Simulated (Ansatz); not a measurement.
# CH6FGeN: basis-set convergence

One table from this session's results is given with a row withheld; the runs are named, their logs left out.

The runs use Ansatz 0.2.0, Gaussian basis; one geometry, several basis sets.

Plan: PBE0-D4/def2-SVP; ωB97M-V/def2-SVP; PBE0-D4/def2-QZVPP; ωB97M-V/def2-QZVPP; the functionals' def2-TZVPP values are taken from earlier runs.

### The geometry

The geometry comes from an earlier relaxation with PBE0-D4 in a triple-zeta def2 set; it is a stationary point, not always the lowest conformer.

SMILES `[CH3][GeH]([NH2])[F]`, 10 atoms, charge 0, spin multiplicity 1.

Atoms are counted from 1 here; the program's logs count them from 0.

Bond lengths: C1–Ge2 1.931 Å, C1–H5 1.090 Å, C1–H6 1.091 Å, C1–H7 1.091 Å, Ge2–N3 1.817 Å, Ge2–F4 1.757 Å, Ge2–H8 1.534 Å, N3–H9 1.010 Å, N3–H10 1.010 Å. Angles: Ge2–C1–H5 110.0°, Ge2–C1–H6 109.7°, Ge2–C1–H7 110.3°, H5–C1–H6 108.6°, H5–C1–H7 109.2°, H6–C1–H7 109.0°, C1–Ge2–N3 110.4°, C1–Ge2–F4 105.4°, C1–Ge2–H8 117.1°, N3–Ge2–F4 110.7°, N3–Ge2–H8 108.4°, F4–Ge2–H8 104.6°, Ge2–N3–H9 115.8°, Ge2–N3–H10 115.9°, H9–N3–H10 109.3°.

The first run:

in.yaml reads:

```yaml
crystal:
  periodic: [false, false, false]
  atoms:
    - {symbol: C, position_ang: [-0.858050, 1.183454, -0.175356]}
    - {symbol: Ge, position_ang: [0.061948, -0.490192, -0.462797]}
    - {symbol: N, position_ang: [1.406950, -0.687312, 0.742834]}
    - {symbol: F, position_ang: [-1.156737, -1.736815, -0.243512]}
    - {symbol: H, position_ang: [-1.695913, 1.271830, -0.867003]}
    - {symbol: H, position_ang: [-1.243542, 1.220578, 0.844624]}
    - {symbol: H, position_ang: [-0.176585, 2.021076, -0.327890]}
    - {symbol: H, position_ang: [0.628621, -0.744281, -1.865913]}
    - {symbol: H, position_ang: [1.965822, -1.522462, 0.645919]}
    - {symbol: H, position_ang: [1.150783, -0.566976, 1.712195]}
basis:
  gaussian: {orbitals: def2-SVP}
hamiltonian: {xc: pbe0, dispersion: d4}
output: {orbitals: {seedname: orbitals}}
```

On the command line:

```console
> ansatz run in.yaml --threads 4 --pin off --events-out ev --progress --plain --max-ram 10444MiB
```

Steps of the session up to this table: PBE0-D4 in def2-SVP; ωB97M-V in def2-SVP; PBE0-D4 in def2-QZVPP; ωB97M-V in def2-QZVPP.

One of the session's tables, all rows but one given; the rest of the session is left out.

| functional | basis | HOMO (eV) | LUMO (eV) |
| --- | --- | --- | --- |
| PBE0-D4 | def2-SVP | -7.61 | 1.37 |
| PBE0-D4 | def2-TZVPP | -7.84 | 0.76 |
| PBE0-D4 | def2-QZVPP | -7.90 | 0.40 |
| ωB97M-V | def2-SVP | -10.03 | 3.04 |
| ωB97M-V | def2-TZVPP | -10.27 | 2.21 |
| ωB97M-V | def2-QZVPP | ? | ? |

Q: Estimate the row for ωB97M-V, def2-QZVPP from the others.

The run gave: HOMO (eV): -10.33; LUMO (eV): 1.62. In the column «HOMO (eV)» it is the lowest.
